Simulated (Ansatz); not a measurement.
# C4H11NSi: the cost of one run

Method: RHF/STO-3G, in Ansatz 0.2.0.

## 1. The structure to begin with

Bond lengths (14 of 17 bonds, heavy atoms first): C1–C2 1.447 Å, C2–C3 1.471 Å, C2–Si4 1.839 Å, C3–Si4 1.886 Å, Si4–C5 1.818 Å, Si4–N6 1.639 Å, C1–H7 1.116 Å, C1–H8 1.045 Å, C1–H9 1.115 Å, C2–H10 1.101 Å, C3–H11 1.113 Å, C3–H12 1.056 Å, C5–H13 1.126 Å, C5–H14 1.061 Å. Angles (14 of 33 angles, heavy atoms first): C1–C2–C3 118.1°, C1–C2–Si4 124.3°, C3–C2–Si4 68.4°, C2–C3–Si4 65.1°, C2–Si4–C3 46.5°, C2–Si4–C5 122.5°, C2–Si4–N6 117.8°, C3–Si4–C5 110.0°, C3–Si4–N6 109.4°, C5–Si4–N6 119.7°, C1–C2–H10 109.3°, C3–C2–H10 117.7°, Si4–C2–H10 114.3°, C2–C1–H7 109.9°.

As a file:

```xyz
17

C    -1.5270   -1.3680   -0.6720
C    -0.3666   -1.1203    0.1557
C     0.9098   -0.8239   -0.5128
Si    0.2541    0.5543    0.5946
C    -0.1198    2.0276   -0.4032
N     1.2115    0.6913    1.9173
H    -2.4588   -1.1796   -0.0865
H    -1.5506   -2.3308   -1.0774
H    -1.6165   -0.6296   -1.5028
H    -0.3533   -1.8408    0.9875
H     1.8319   -1.2677   -0.0744
H     0.9884   -0.5507   -1.5295
H    -0.9463    1.9043   -1.1579
H     0.7527    2.3761   -0.8971
H    -0.4521    2.8576    0.2414
H     1.2458   -0.1684    2.4502
H     2.1778    0.8683    1.6070
```

## 2. Preparing the start

File input.yaml:

```yaml
crystal:
  periodic: [false, false, false]
  atoms:
    - { symbol: C, position_ang: [-1.527, -1.368, -0.672] }
    - { symbol: C, position_ang: [-0.3666, -1.1203, 0.1557] }
    - { symbol: C, position_ang: [0.9098, -0.8239, -0.5128] }
    - { symbol: Si, position_ang: [0.2541, 0.5543, 0.5946] }
    - { symbol: C, position_ang: [-0.1198, 2.0276, -0.4032] }
    - { symbol: "N", position_ang: [1.2115, 0.6913, 1.9173] }
    - { symbol: H, position_ang: [-2.4588, -1.1796, -0.0865] }
    - { symbol: H, position_ang: [-1.5506, -2.3308, -1.0774] }
    - { symbol: H, position_ang: [-1.6165, -0.6296, -1.5028] }
    - { symbol: H, position_ang: [-0.3533, -1.8408, 0.9875] }
    - { symbol: H, position_ang: [1.8319, -1.2677, -0.0744] }
    - { symbol: H, position_ang: [0.9884, -0.5507, -1.5295] }
    - { symbol: H, position_ang: [-0.9463, 1.9043, -1.1579] }
    - { symbol: H, position_ang: [0.7527, 2.3761, -0.8971] }
    - { symbol: H, position_ang: [-0.4521, 2.8576, 0.2414] }
    - { symbol: H, position_ang: [1.2458, -0.1684, 2.4502] }
    - { symbol: H, position_ang: [2.1778, 0.8683, 1.607] }
basis:
  gaussian: { orbitals: STO-3G }
hamiltonian:
  xc: hf
relax:
  f_tol: 0.02
  max_steps: 40
scf:
  lower_state_search: "off"
output:
  orbitals: {}
```

Started as:

```console
ansatz run input.yaml --threads 1 --pin off --max-ram 2048MiB --backend cpu --events-out ev --progress --plain --runs-dir out
```

Q: Estimate wall time and peak memory on 1 thread of Intel Xeon at 2.50GHz (Skylake/Cascade Lake), shared host.

About 74 s, with a peak of 0.12 GiB.
